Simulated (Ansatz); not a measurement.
# NaTi12: the cost of one run

Program: Ansatz 0.2.0. Level of theory: DFT PBEsol, plane waves, PAW, scalar-relativistic, no spin polarisation. These are calculated values, not measurements.

**1. The starting structure**

The cell holds 13 atoms (NaTi12): a = 5.900 Å, b = 8.850 Å, c = 4.685 Å, α = 90.00°, β = 90.00°, γ = 120.00°.

Coordinates:

```cif
data_structure
_symmetry_space_group_name_H-M 'P 1'
_symmetry_Int_Tables_number 1
_cell_length_a 5.9000
_cell_length_b 8.8500
_cell_length_c 4.6846
_cell_angle_alpha 90.000
_cell_angle_beta 90.000
_cell_angle_gamma 120.000
_cell_volume 211.84
loop_
_atom_site_label
_atom_site_type_symbol
_atom_site_fract_x
_atom_site_fract_y
_atom_site_fract_z
_atom_site_occupancy
Ti1 Ti 0.00000 0.00000 0.00000 1
Ti2 Ti 0.16667 0.22222 0.50000 1
Ti3 Ti 0.00000 0.33333 0.00000 1
Ti4 Ti 0.16667 0.55556 0.50000 1
Ti5 Ti 0.00000 0.66667 0.00000 1
Ti6 Ti 0.16667 0.88889 0.50000 1
Ti7 Ti 0.50000 0.00000 0.00000 1
Ti8 Ti 0.66667 0.22222 0.50000 1
Ti9 Ti 0.50000 0.33333 0.00000 1
Ti10 Ti 0.66667 0.55556 0.50000 1
Ti11 Ti 0.50000 0.66667 0.00000 1
Ti12 Ti 0.66667 0.88889 0.50000 1
Na1 Na 0.32553 0.11429 0.24938 1
```

**2. Relaxing the start**

File input.yaml:

```yaml
accuracy: low
crystal:
  lattice:
    - [5.9, 0.0, 0.0]
    - [-4.425, 7.664325, 0.0]
    - [0.0, 0.0, 4.6846]
  atoms:
    - { symbol: Ti, position: [0.0, 0.0, 0.0] }
    - { symbol: Ti, position: [0.1666667, 0.2222222, 0.5] }
    - { symbol: Ti, position: [0.0, 0.3333333, 0.0] }
    - { symbol: Ti, position: [0.1666667, 0.5555556, 0.5] }
    - { symbol: Ti, position: [0.0, 0.6666667, 0.0] }
    - { symbol: Ti, position: [0.1666667, 0.8888889, 0.5] }
    - { symbol: Ti, position: [0.5, 0.0, 0.0] }
    - { symbol: Ti, position: [0.6666667, 0.2222222, 0.5] }
    - { symbol: Ti, position: [0.5, 0.3333333, 0.0] }
    - { symbol: Ti, position: [0.6666667, 0.5555556, 0.5] }
    - { symbol: Ti, position: [0.5, 0.6666667, 0.0] }
    - { symbol: Ti, position: [0.6666667, 0.8888889, 0.5] }
    - { symbol: Na, position: [0.3255275, 0.1142854, 0.2493807] }
basis:
  ecutwfc: 420.0
kpoints:
  mp_grid: { grid: [2, 2, 2] }
hamiltonian:
  xc: pbesol
scf:
  occupations: { method: fermi_dirac, width: 0.1 }
  lower_state_search: "off"
relax:
  f_tol: 0.08
  max_steps: 25
  adjacent_minimum: "off"
```

The run is started by

```bash
$ ansatz run input.yaml --threads 1 --pin off --max-ram 3072MiB --backend cpu --events-out ev --progress --plain --runs-dir out
```

Q: Estimate wall time and peak memory on 1 thread of AMD EPYC 9R45 (Zen 5), shared host.

About 18 s, with a peak of 0.59 GiB.
